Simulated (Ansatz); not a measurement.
# B2As: the cost of one run

Computed with Ansatz 0.2.0 (DFT PBE, scalar-relativistic, plane waves, PAW, unless a step's input says otherwise).

**1. Starting point**

Symmetry: I4/mmm, No. 139, tetragonal system. Conventional cell: a = 3.555 Å, b = 3.555 Å, c = 11.946 Å, α = 90.00°, β = 90.00°, γ = 90.00°. B (site symmetry mmm) is surrounded by 4 As at 2.40 Å and 8 B at 2.51 to 2.72 Å. Around B (site symmetry 4mm) lie 5 As at 2.31 to 2.55 Å. As (site symmetry 4mm) has 9 B at 2.31 to 2.55 Å as nearest neighbours.

Coordinates:

```xyz
6
Lattice="-1.7773 1.7773 5.9730 1.7773 -1.7773 5.9730 1.7773 1.7773 -5.9730" Properties=species:S:1:pos:R:3 pbc="T T T"
B     0.0000    1.7773    0.0000
B     1.7773    0.0000    0.0000
B     0.0000    0.0000    3.9183
B     0.0000    0.0000    8.0276
As    0.0000    0.0000    1.6127
As    0.0000    0.0000   10.3332
```

This is candidate A: Ca2As type (I4/mmm, No. 139).

(A quick probe on a coarse mesh, which set the mesh and smearing, is not shown.)

**3. Coarse relaxation (candidate A)**

input.yaml

```yaml
crystal:
  lattice:
    - [-1.7772985288, 1.7772985288, 5.9729514272]
    - [1.7772985288, -1.7772985288, 5.9729514272]
    - [1.7772985288, 1.7772985288, -5.9729514272]
  atoms:
    - { symbol: B, position: [0.5, 0.0, 0.5] }
    - { symbol: B, position: [0.0, 0.5, 0.5] }
    - { symbol: B, position: [0.328, 0.328, 0.0] }
    - { symbol: B, position: [0.672, 0.672, 0.0] }
    - { symbol: As, position: [0.135, 0.135, 0.0] }
    - { symbol: As, position: [0.865, 0.865, 0.0] }
basis:
  ecutwfc: 420
kpoints:
  mp_grid: { grid: [6, 6, 6] }
hamiltonian:
  xc: pbe
scf:
  occupations: { method: gaussian, width: 0.1 }
  lower_state_search: "off"
output:
  forces: true
  stress: true
  eigenvalues: true
relax:
  adjacent_minimum: "off"
  f_tol: 0.04
  max_steps: 70
  cell: { stress_tol: 0.4 }
```

Run with:

```bash
$ ansatz run input.yaml --threads 1 --pin off --max-ram 2560MiB --backend cpu --events-out ev --progress --plain --runs-dir out
```

What time and memory should one allow on 1 thread of Arm Neoverse V2, shared host?

About 1.9 min, with a peak of 0.35 GiB.
